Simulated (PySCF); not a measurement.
**Yb(NO2)3: forces at shaken geometries**

Aim: move all atoms of relaxed Yb(NO2)3 at random and read energies and forces. The structure is generated, not taken from experiment.

Program: PySCF 2.14.0. Level of theory: r2SCAN, Yb lcecp-1-SVP with ECP59, O def2-SVP, N def2-SVP; scalar-relativistic core potentials, no spin–orbit coupling. These are calculated values, not measurements.

4 further runs of the same task are left out: 1 for a known fault of the program, 3 that didn't finish.

## 1. The system as given

10 atoms, charge 0, spin multiplicity 1.

Bond lengths: Yb1–O2 2.290 Å, Yb1–O3 2.290 Å, Yb1–N4 2.744 Å, Yb1–O5 2.290 Å, Yb1–O6 2.290 Å, Yb1–N7 2.744 Å, Yb1–O8 2.290 Å, Yb1–O9 2.290 Å, Yb1–N10 2.744 Å, O2–N4 1.267 Å, O3–N4 1.267 Å, O5–N7 1.267 Å, O6–N7 1.267 Å, O8–N10 1.267 Å, O9–N10 1.267 Å. Angles: O2–Yb1–O3 54.6°, O2–Yb1–N4 27.3°, O2–Yb1–O5 101.0°, O2–Yb1–O6 134.5°, O2–Yb1–N7 120.1°, O2–Yb1–O8 101.0°, O2–Yb1–O9 119.7°, O2–Yb1–N10 112.7°, O3–Yb1–N4 27.3°, O3–Yb1–O5 119.7°, O3–Yb1–O6 101.0°, O3–Yb1–N7 112.7°, O3–Yb1–O8 134.5°, O3–Yb1–O9 101.0°, O3–Yb1–N10 120.1°, N4–Yb1–O5 112.7°, N4–Yb1–O6 120.1°, N4–Yb1–N7 120.0° and more.

Geometry (Å):

```xyz
10
N3O6Yb
Yb    0.0000    0.0000    0.0000
O     2.0352   -0.1527    1.0387
O     2.0352    0.1526   -1.0387
N     2.7441    0.0000    0.0000
O    -0.8854    1.8389    1.0387
O    -1.1498    1.6862   -1.0387
N    -1.3720    2.3765    0.0000
O    -1.1498   -1.6862    1.0387
O    -0.8854   -1.8389   -1.0387
N    -1.3721   -2.3765    0.0000
```

Formal oxidation states: Yb +3. Each metal's 13 4f electrons lie in its core potential, so multiplicities, spins and levels count the valence alone. An earlier session relaxed this geometry at r2SCAN, Yb lcecp-1-SVP with ECP59, O def2-SVP, N def2-SVP (singlet, point group D3).

Its energy there is -654.232770 Eh.

## 2. Atoms moved at random, σ = 0.06 Å

Contents of run.py (the lines that set the calculation):

```python
mol = gto.M(atom='''
Yb    -0.01318     0.08364     0.08875
O      2.05946    -0.14393     0.98631
O      2.10602     0.18947    -1.00439
N      2.70812    -0.03695    -0.08016
O     -0.94719     1.80978     1.05584
O     -1.11342     1.68095    -0.95951
N     -1.44517     2.33845    -0.01591
O     -1.06041    -1.58519     1.15490
O     -0.91714    -1.81938    -1.12634
N     -1.37710    -2.51685    -0.09949''',
    basis={'Yb': 'lcecp-1-SVP', 'O': 'def2-SVP', 'N': 'def2-SVP'},
    ecp={'Yb': 'lcecp-1-SVP'},
    charge=0, spin=0)
mf = dft.RKS(mol, xc='R2SCAN')
mf.grids.atom_grid = (50, 194)  # f atoms: unpruned, at least (60, 302)
mf = mf.density_fit()  # fitting sets: Yb AutoAux, O def2-universal-JKFIT, N def2-universal-JKFIT
mf.conv_tol = 1e-08; mf.max_cycle = 55
mf.kernel(dm0)  # dm0: the density of the relaxed state
```

Started as:

```console
$ OMP_NUM_THREADS=4 python run.py
```

## 3. Atoms moved at random, σ = 0.15 Å

Contents of run.py (the lines that set the calculation):

```python
mol = gto.M(atom='''
Yb    -0.04454     0.05701    -0.16769
O      1.82433    -0.03009     1.22346
O      2.21738     0.35201    -0.98446
N      2.55754    -0.02702     0.17921
O     -1.02671     1.98476     0.98216
O     -1.17856     1.81707    -0.85809
N     -1.31984     2.38748    -0.18622
O     -1.08668    -1.71051     0.87110
O     -0.75381    -2.01590    -0.95158
N     -1.18910    -2.81483    -0.10788''',
    basis={'Yb': 'lcecp-1-SVP', 'O': 'def2-SVP', 'N': 'def2-SVP'},
    ecp={'Yb': 'lcecp-1-SVP'},
    charge=0, spin=0)
mf = dft.RKS(mol, xc='R2SCAN')
mf.grids.atom_grid = (50, 194)  # f atoms: unpruned, at least (60, 302)
mf = mf.density_fit()  # fitting sets: Yb AutoAux, O def2-universal-JKFIT, N def2-universal-JKFIT
mf.conv_tol = 1e-08; mf.max_cycle = 55
mf.kernel(dm0)  # dm0: the density of the relaxed state
```

## 4. Atoms moved at random, σ = 0.1 Å

Contents of run.py (the lines that set the calculation):

```python
mol = gto.M(atom='''
Yb     0.08677    -0.11221    -0.07900
O      1.95964     0.04537     1.22595
O      2.09704     0.01015    -0.96955
N      2.81482     0.06259     0.04750
O     -0.79425     1.86791     0.85093
O     -1.09138     1.67471    -1.14198
N     -1.40477     2.42312     0.11812
O     -1.18240    -1.80678     1.06094
O     -1.11749    -1.82364    -1.15351
N     -1.36799    -2.34121     0.04059''',
    basis={'Yb': 'lcecp-1-SVP', 'O': 'def2-SVP', 'N': 'def2-SVP'},
    ecp={'Yb': 'lcecp-1-SVP'},
    charge=0, spin=0)
mf = dft.RKS(mol, xc='R2SCAN')
mf.grids.atom_grid = (50, 194)  # f atoms: unpruned, at least (60, 302)
mf = mf.density_fit()  # fitting sets: Yb AutoAux, O def2-universal-JKFIT, N def2-universal-JKFIT
mf.conv_tol = 1e-08; mf.max_cycle = 55
mf.kernel(dm0)  # dm0: the density of the relaxed state
```

**Question.** What will these runs give? Wanted: for each run, σ; energy rise; harmonic estimate −½ F·u; largest force component.

**Answer**, as computed:

| σ (Å) | energy rise (eV) | harmonic estimate −½ F·u (eV) | largest force component (eV/Å) |
| --- | --- | --- | --- |
| 0.06 | 2.376 | 2.113 | 9.43 |
| 0.15 | 13.733 | 19.211 | 67.90 |
| 0.1 | 3.065 | 2.858 | 11.27 |

Every displacement raises the energy. For a harmonic well the rise equals −½ F·u; the two differ by at most 40 % here (a move with σ = 0.15 Å), from anharmonicity, the grid and the small forces left at the relaxed point. The largest moves cost over 1 eV, far outside the harmonic range, so agreement there can come from errors that cancel between squeezed and stretched bonds. These are double-zeta-type bases without diffuse functions. Spin–orbit coupling is left out. The core potential fixes the 4f count, so no charge can pass from the ligands into that shell.
